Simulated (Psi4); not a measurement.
# doublet GaSiH4OF+ at UCAM-B3LYP/6-31G(d) (spherical functions)

Aim: energy and gradient of doublet GaSiH4OF+. 

Program for the calculation: Psi4 1.11.

1 further run of the same task is left out (set aside as unsound or not needed).

## (1) Starting point

The species is GaSiH4OF+ (8 atoms), meant as a doublet with charge +1. As SMILES of the parent species, `[F][GaH][O][SiH3]`. The shape is that of a PBE0-D4/def2-TZVP optimisation. This is one conformer, not always the lowest. That shape belongs to the parent species and isn't relaxed for this state.

Bond lengths: F1–Ga2 1.751 Å, Ga2–O3 1.763 Å, O3–Si4 1.639 Å, Ga2–H5 1.537 Å, Si4–H6 1.485 Å, Si4–H7 1.487 Å, Si4–H8 1.487 Å. Angles: F1–Ga2–O3 113.0°, Ga2–O3–Si4 138.2°, F1–Ga2–H5 121.9°, O3–Ga2–H5 125.1°, O3–Si4–H6 108.0°, O3–Si4–H7 111.0°, O3–Si4–H8 111.0°, H6–Si4–H7 109.1°, H6–Si4–H8 109.1°, H7–Si4–H8 108.7°.

## (2) Energy and forces at UCAM-B3LYP/6-31G(d) (spherical functions)

File calc.inp:

```
memory 2.2 GB

molecule molecule1 {
  1 2
  F      0.857100     1.472000     1.846200
  Ga     1.323900     1.220200     0.177500
  O      0.322200     0.024800    -0.644000
  Si    -0.952800    -0.945800    -0.299100
  H      2.493100     1.984200    -0.463100
  H     -1.287500    -1.717200    -1.523200
  H     -0.618600    -1.894300     0.796900
  H     -2.137300    -0.143800     0.108800
  symmetry c1
}

set basis 6-31G*
set reference uks
set puream true
set e_convergence 1e-09
set d_convergence 1e-08
set scf_type pk
set dft_radial_points 99
set dft_spherical_points 590
set maxiter 100

e_tot, wfn = gradient('cam-b3lyp', return_wfn=True)
oeprop(wfn, 'DIPOLE', 'QUADRUPOLE', 'WIBERG_LOWDIN_INDICES', title='CAM-B3LYP')
```

Command:

```bash
$ psi4 calc.inp calc.out -n 1
```

calc.out:

```text
Psi4 1.11 release

gradient() will perform analytic gradient computation.

   => Loading Basis Set <=

    Name: 6-31G*
    Role: ORBITAL
    Keyword: BASIS

         ---------------------------------------------------------
                                   SCF
                              UKS Reference
                        1 Threads,   2098 MiB Core
         ---------------------------------------------------------

  ==> Geometry <==

    Molecular point group: c1
    Full point group: C1

    Geometry (in Angstrom), charge = 1, multiplicity = 2:

       Center              X                  Y                   Z               Mass
    ------------   -----------------  -----------------  -----------------  -----------------
         F            0.235672766607     0.852404930492     1.643507099861    18.998403162730
         GA           0.702472766607     0.600604930492    -0.025192900139    68.925573500000
         O           -0.299227233393    -0.594795069508    -0.846692900139    15.994914619570
[... 4 lines of this table left out ...]
         H           -2.758727233393    -0.763395069508    -0.093892900139     1.007825032230

  Running in c1 symmetry.

  Rotational constants: A =      0.28437  B =      0.06318  C =      0.05264 [cm^-1]
  Rotational constants: A =   8525.14996  B =   1894.05956  C =   1578.25294 [MHz]
  Nuclear repulsion =  350.543607574192208

  Charge       = 1
  Multiplicity = 2
  Electrons    = 65
  Nalpha       = 33
  Nbeta        = 32

  ==> Algorithm <==

  SCF Algorithm Type is PK.
  DIIS enabled.
  MOM disabled.
  Fractional occupation disabled.
  Guess Type is SAD.
  Energy threshold   = 1.00e-09
  Density threshold  = 1.00e-08
  Integral threshold = 1.00e-12

  ==> Primary Basis <==

  Basis Set: 6-31G*
    Blend: 6-31G*
    Number of shells: 40
    Number of basis functions: 86
    Number of Cartesian functions: 92
    Spherical Harmonics?: true
    Max angular momentum: 2

  ==> DFT Potential <==

   => LibXC <=

    Version 7.1.2

   => Composite Functional: CAM-B3LYP <=

    CAM-B3LYP Hyb-GGA Exchange-Correlation Functional

    Deriv               =              1
    GGA                 =           TRUE
    Meta                =          FALSE

    Exchange Hybrid     =           TRUE
    MP2 Hybrid          =          FALSE

   => Exchange Functionals <=

    0.3500         Becke 88 [omega = 0.3300]
    0.4600   Short-range recipe for B88 functional - erf [omega = 0.3300]

   => Exact (HF) Exchange <=

    0.4600            HF,LR [omega = 0.3300]
    0.1900               HF

   => Correlation Functionals <=

    0.1900   Vosko, Wilk & Nusair (VWN5)
    0.8100   Lee, Yang & Parr

   => LibXC Density Thresholds  <==

    XC_HYB_GGA_XC_CAM_B3LYP:  1.00E-14

   => Molecular Quadrature <=

    Radial Scheme          =       TREUTLER
    Pruning Scheme         =           NONE
    Nuclear Scheme         =       TREUTLER

    Blocking Scheme        =         OCTREE
    BS radius alpha        =              1
    Pruning alpha          =              1
    Radial Points          =             99
    Spherical Points       =            590
    Total Points           =         446385
    Total Blocks           =           3205
    Max Points             =            256
    Max Functions          =             84
    Weights Tolerance      =       1.00E-15

  ==> Integral Setup <==

  Using in-core PK algorithm.
   Calculation information:
      Number of atoms:                   8
      Number of AO shells:              40
      Number of primitives:            116
      Number of atomic orbitals:        92
      Number of basis functions:        86

      Integral cutoff                 1.00e-12
      Number of threads:                 1

  Performing in-core PK
  Using 20998233 doubles for integral storage.
  We computed 280034 shell quartets total.
  Whereas there are 336610 unique shell quartets.

  Computing range-separated integrals for PK
  We computed 280034 wK shell quartets total.
  Whereas there are 336610 wK unique shell quartets.

  ==> DiskJK: Disk-Based J/K Matrices <==

    J tasked:                  Yes
    K tasked:                  Yes
    wK tasked:                 Yes
    Omega:               3.300E-01
    Memory [MiB]:              801
    Schwarz Cutoff:          1E-12

  Cached 100.0% of DFT collocation blocks in 0.754 [GiB].

  Minimum eigenvalue in the overlap matrix is 1.8062723832E-02.
  Reciprocal condition number of the overlap matrix is 4.2329281184E-03.
    Using symmetric orthogonalization.

  ==> Pre-Iterations <==

  SCF Guess: Superposition of Atomic Densities via on-the-fly atomic UHF (no occupation information).

   -------------------------
    Irrep   Nso     Nmo
   -------------------------
     A         86      86
   -------------------------
    Total      86      86
   -------------------------

  ==> Iterations <==

                        Total Energy        Delta E     RMS |[F,P]|

   @UKS iter SAD: -2387.64707790705779   -2.38765e+03   0.00000e+00
   @UKS iter   1: -2389.51419272654039   -1.86711e+00   3.37876e-02 ADIIS/DIIS
   @UKS iter   2: -2358.32019608207247    3.11940e+01   1.11983e-01 ADIIS
   @UKS iter   3: -2389.87423367162046   -3.15540e+01   3.37172e-02 ADIIS/DIIS
   @UKS iter   4: -2391.25822415947641   -1.38399e+00   1.89391e-03 ADIIS/DIIS
   @UKS iter   5: -2391.24958025883461    8.64390e-03   2.75059e-03 ADIIS/DIIS
   @UKS iter   6: -2391.27025799726880   -2.06777e-02   2.19488e-04 ADIIS/DIIS
   @UKS iter   7: -2391.27067311177143   -4.15115e-04   2.30612e-04 ADIIS/DIIS
   @UKS iter   8: -2391.27089729955969   -2.24188e-04   1.18551e-04 ADIIS/DIIS
   @UKS iter   9: -2391.27106675091727   -1.69451e-04   6.83666e-05 DIIS
   @UKS iter  10: -2391.27112578723063   -5.90363e-05   1.80731e-05 DIIS
   @UKS iter  11: -2391.27113219205421   -6.40482e-06   6.99290e-06 DIIS
   @UKS iter  12: -2391.27113288223563   -6.90181e-07   1.66878e-06 DIIS
   @UKS iter  13: -2391.27113294404489   -6.18093e-08   5.46137e-07 DIIS
   @UKS iter  14: -2391.27113295709478   -1.30499e-08   2.80144e-07 DIIS
   @UKS iter  15: -2391.27113296080142   -3.70665e-09   1.62977e-07 DIIS
   @UKS iter  16: -2391.27113296250036   -1.69894e-09   1.41108e-07 DIIS
   @UKS iter  17: -2391.27113296398647   -1.48611e-09   1.40147e-07 DIIS
   @UKS iter  18: -2391.27113296749712   -3.51065e-09   1.38844e-07 DIIS
   @UKS iter  19: -2391.27113298173845   -1.42413e-08   1.33692e-07 DIIS
   @UKS iter  20: -2391.27113303258648   -5.08480e-08   1.24835e-07 DIIS
   @UKS iter  21: -2391.27113310437016   -7.17837e-08   1.16455e-07 DIIS
   @UKS iter  22: -2391.27113310060167    3.76849e-09   9.69691e-08 DIIS
   @UKS iter  23: -2391.27113311826633   -1.76647e-08   9.00395e-08 DIIS
   @UKS iter  24: -2391.27113312299571   -4.72937e-09   2.97973e-08 DIIS
   @UKS iter  25: -2391.27113312397523   -9.79526e-10   1.14358e-08 DIIS
   @UKS iter  26: -2391.27113312397887   -3.63798e-12   1.14505e-08 DIIS
   @UKS iter  27: -2391.27113312398114   -2.27374e-12   2.96371e-09 DIIS
  Energy and wave function converged.

  ==> Post-Iterations <==

   Electrons on quadrature grid:
      Nalpha   =   33.0000002169 ; deviation = 2.169e-07
      Nbeta    =   31.9999999620 ; deviation = -3.802e-08
      Ntotal   =   65.0000001789 ; deviation = 1.789e-07

   @Spin Contamination Metric:   1.383623320E-02
   @S^2 Expected:                7.500000000E-01
   @S^2 Observed:                7.638362332E-01
   @S   Expected:                5.000000000E-01
   @S   Observed:                5.000000000E-01

    Orbital Energies [Eh]
    ---------------------

    Alpha Occupied:

       1A   -372.864126     2A    -66.460955     3A    -46.251515
       4A    -41.011369     5A    -41.006740     6A    -41.005862
       7A    -24.906291     8A    -19.536200     9A     -5.837958
[... 7 lines of this table left out ...]
      31A     -0.626726    32A     -0.620423    33A     -0.599854

    Alpha Virtual:

      34A     -0.188008    35A     -0.185675    36A     -0.119375
      37A     -0.094680    38A     -0.088098    39A     -0.077200
      40A     -0.056240    41A     -0.035652    42A      0.013508
[... 14 lines of this table left out ...]
      85A      2.937566    86A      3.052388

    Beta Occupied:

       1A   -372.864140     2A    -66.461075     3A    -46.251372
       4A    -41.011204     5A    -41.006594     6A    -41.005843
       7A    -24.905841     8A    -19.522078     9A     -5.837749
[... 7 lines of this table left out ...]
      31A     -0.606998    32A     -0.599109

    Beta Virtual:

      33A     -0.447530    34A     -0.185525    35A     -0.180793
      36A     -0.117958    37A     -0.092289    38A     -0.069823
      39A     -0.067065    40A     -0.051067    41A     -0.034142
[... 14 lines of this table left out ...]
      84A      2.825877    85A      2.941209    86A      3.052751

    Final Occupation by Irrep:
              A
    DOCC [    32 ]
    SOCC [     1 ]
    NA   [    33 ]
    NB   [    32 ]

  @UKS Final Energy: -2391.27113312398114

   => Energetics <=

    Nuclear Repulsion Energy =            350.5436075741922082
    One-Electron Energy =               -4014.0243332480099525
    Two-Electron Energy =                1361.7409290181087727
    DFT Exchange-Correlation Energy =     -89.5313364682724284
    Empirical Dispersion Energy =           0.0000000000000000
    VV10 Nonlocal Energy =                  0.0000000000000000
    Total Energy =                      -2391.2711331239815991

  UHF NO Occupations:
  HONO-2 :   31  A 1.9977374
  HONO-1 :   32  A 1.9957707
  HONO-0 :   33  A 1.0000000
  LUNO+0 :   34  A 0.0042293
  LUNO+1 :   35  A 0.0022626
  LUNO+2 :   36  A 0.0002018
  LUNO+3 :   37  A 0.0001112

Computation Completed

Properties will be evaluated at   0.000000,   0.000000,   0.000000 [a0]

Properties computed using the SCF density matrix

 Multipole Moments:

 ------------------------------------------------------------------------------------
     Multipole            Electronic (a.u.)      Nuclear  (a.u.)        Total (a.u.)
 ------------------------------------------------------------------------------------

 L = 1.  Multiply by 2.5417464519 to convert [e a0] to [Debye]
 Dipole X            :          7.2485492           -8.6385001           -1.3899509
 Dipole Y            :          7.1632816           -8.7550531           -1.5917715
 Dipole Z            :          2.2302525           -3.1736654           -0.9434130
 Magnitude           :                                                    2.3142446

 ------------------------------------------------------------------------------------

	total time  =         78 seconds =       1.30 minutes

         ------------------------------------------------------------
                                   SCF GRAD
         ------------------------------------------------------------

  ==> Geometry <==

    Molecular point group: c1
    Full point group: C1

    Geometry (in Angstrom), charge = 1, multiplicity = 2:

       Center              X                  Y                   Z               Mass
    ------------   -----------------  -----------------  -----------------  -----------------
         F            0.235672766607     0.852404930492     1.643507099861    18.998403162730
         GA           0.702472766607     0.600604930492    -0.025192900139    68.925573500000
         O           -0.299227233393    -0.594795069508    -0.846692900139    15.994914619570
[... 4 lines of this table left out ...]
         H           -2.758727233393    -0.763395069508    -0.093892900139     1.007825032230

  Nuclear repulsion =  350.543607574192208

  ==> Basis Set <==

  Basis Set: 6-31G*
    Blend: 6-31G*
    Number of shells: 40
    Number of basis functions: 86
    Number of Cartesian functions: 92
    Spherical Harmonics?: true
    Max angular momentum: 2

  ==> DirectJKGrad: Integral-Direct SCF Gradients <==

    Gradient:                    1
    J tasked:                  Yes
    K tasked:                  Yes
    wK tasked:                 Yes
    Omega:               3.300E-01
    Integrals threads:           1
    Schwarz Cutoff:          1E-12

  ==> DFT Potential <==

   => LibXC <=

    Version 7.1.2

   => Composite Functional: CAM-B3LYP <=

    CAM-B3LYP Hyb-GGA Exchange-Correlation Functional

    Deriv               =              1
    GGA                 =           TRUE
    Meta                =          FALSE

    Exchange Hybrid     =           TRUE
    MP2 Hybrid          =          FALSE

   => Exchange Functionals <=

    0.3500         Becke 88 [omega = 0.3300]
    0.4600   Short-range recipe for B88 functional - erf [omega = 0.3300]

   => Exact (HF) Exchange <=

    0.4600            HF,LR [omega = 0.3300]
    0.1900               HF

   => Correlation Functionals <=

    0.1900   Vosko, Wilk & Nusair (VWN5)
    0.8100   Lee, Yang & Parr

   => LibXC Density Thresholds  <==

    XC_HYB_GGA_XC_CAM_B3LYP:  1.00E-14

   => Molecular Quadrature <=

    Radial Scheme          =       TREUTLER
    Pruning Scheme         =           NONE
    Nuclear Scheme         =       TREUTLER

    Blocking Scheme        =         OCTREE
    BS radius alpha        =              1
    Pruning alpha          =              1
    Radial Points          =             99
    Spherical Points       =            590
    Total Points           =         446385
    Total Blocks           =           3205
    Max Points             =            256
    Max Functions          =             84
    Weights Tolerance      =       1.00E-15

  -Total Gradient:
     Atom            X                  Y                   Z
    ------   -----------------  -----------------  -----------------
       1        0.003741928677     0.009699494886     0.016181833726
       2       -0.042885659378    -0.053602520115    -0.040862598127
       3        0.028588555088     0.030619105007     0.012749385958
[... 4 lines of this table left out ...]
       8        0.003320757324    -0.010504072356    -0.012548118388

	total time  =         23 seconds =       0.38 minutes

Properties will be evaluated at   0.000000,   0.000000,   0.000000 [a0]

Properties computed using the CAM-B3LYP density matrix

 Multipole Moments:

 ------------------------------------------------------------------------------------
     Multipole            Electronic (a.u.)      Nuclear  (a.u.)        Total (a.u.)
 ------------------------------------------------------------------------------------

 L = 1.  Multiply by 2.5417464519 to convert [e a0] to [Debye]
 Dipole X            :          7.2485492           -8.6385001           -1.3899509
 Dipole Y            :          7.1632816           -8.7550531           -1.5917715
 Dipole Z            :          2.2302525           -3.1736654           -0.9434130
 Magnitude           :                                                    2.3142446

 L = 2.  Multiply by 1.3450342976 to convert [e a0^2] to [Debye ang]
 Quadrupole XX       :       -258.2287391          241.0603138          -17.1684253
 Quadrupole XY       :       -218.5226536          225.1527234            6.6300698
 Quadrupole XZ       :        -61.9420853           62.8290803            0.8869950
[... 5 lines of this table left out ...]
 Traceless ZZ        :         65.5065357          -73.6113404           -8.1048047

 ------------------------------------------------------------------------------------

  Wiberg Bond Indices using Orthogonal Lowdin Orbitals:

  Total Bond Index:
  Irrep: 1 Size: 8 x 8

                 1                   2                   3                   4                   5

    1     0.00000000000000     1.34972139537331     0.03347672538798     0.02230708535546     0.02233438515675
    2     1.34972139537331     0.00000000000000     1.03784825161722     0.10838986355958     0.95190921231824
    3     0.03347672538798     1.03784825161722     0.00000000000000     1.31816771272115     0.01847263098179
[... 4 lines of this table left out ...]
    8     0.00422828911441     0.01780423001991     0.10008023863881     0.79447643324943     0.00001693524962

                 6                   7                   8

    1     0.00046742213416     0.00444121712182     0.00422828911441
    2     0.00747064633543     0.01788741523329     0.01780423001991
    3     0.02208385015046     0.10260941966867     0.10008023863881
[... 4 lines of this table left out ...]
    8     0.00908363510274     0.03018583792032     0.00000000000000

  Alpha Contribution:
  Irrep: 1 Size: 8 x 8

                 1                   2                   3                   4                   5

    1     0.00000000000000     0.67036800035817     0.01557712957985     0.00885978441334     0.01122273830161
    2     0.67036800035817     0.00000000000000     0.54283042144758     0.04439392222752     0.47563981368976
    3     0.01557712957985     0.54283042144758     0.00000000000000     0.55155138091826     0.00918912749738
[... 4 lines of this table left out ...]
    8     0.00036025422660     0.00632933711523     0.01166264220477     0.47605934386829     0.00000781219768

                 6                   7                   8

    1     0.00022442435580     0.00035837580049     0.00036025422660
    2     0.00378262449162     0.00628819213979     0.00632933711523
    3     0.01069755437153     0.01160882252650     0.01166264220477
[... 4 lines of this table left out ...]
    8     0.00464311525270     0.00442321313205     0.00000000000000

  Beta Contribution:
  Irrep: 1 Size: 8 x 8

                 1                   2                   3                   4                   5

    1     0.00000000000000     0.67935339501514     0.01789959580813     0.01344730094211     0.01111164685513
    2     0.67935339501514     0.00000000000000     0.49501783016964     0.06399594133206     0.47626939862848
    3     0.01789959580813     0.49501783016964     0.00000000000000     0.76661633180288     0.00928350348441
[... 4 lines of this table left out ...]
    8     0.00386803488781     0.01147489290469     0.08841759643404     0.31841708938114     0.00000912305194

                 6                   7                   8

    1     0.00024299777835     0.00408284132132     0.00386803488781
    2     0.00368802184381     0.01159922309350     0.01147489290469
    3     0.01138629577893     0.09100059714217     0.08841759643404
[... 4 lines of this table left out ...]
    8     0.00444051985005     0.02576262478826     0.00000000000000

  Atomic Valences:

 #  #
 Irrep: 1
      1:    1.436976519643871
      2:    3.491031014456979
      3:    2.632738829166071
      4:    4.004323925679945
      5:    1.000929825577484
      6:    1.012377419274536
      7:    0.951679360104055
      8:    0.955875599295244

    Psi4 run time: 0:01:41.24
```

Run time: 1.7 min. Hardware: 1 thread of Intel Xeon Platinum 8259CL at 2.50GHz (Skylake/Cascade Lake), shared host; peak memory 1.2 GiB.

## (3) What came out

Level: UCAM-B3LYP/6-31G* (spherical functions).

| quantity | value |
| --- | --- |
| total energy | -2391.27113 Eh |
| HOMO energy (highest over α and β) | -16.30 eV |
| LUMO energy (lowest over α and β) | -12.18 eV |
| ⟨S²⟩ | 0.764 |
| largest force on an atom | 4.108 eV/Å |
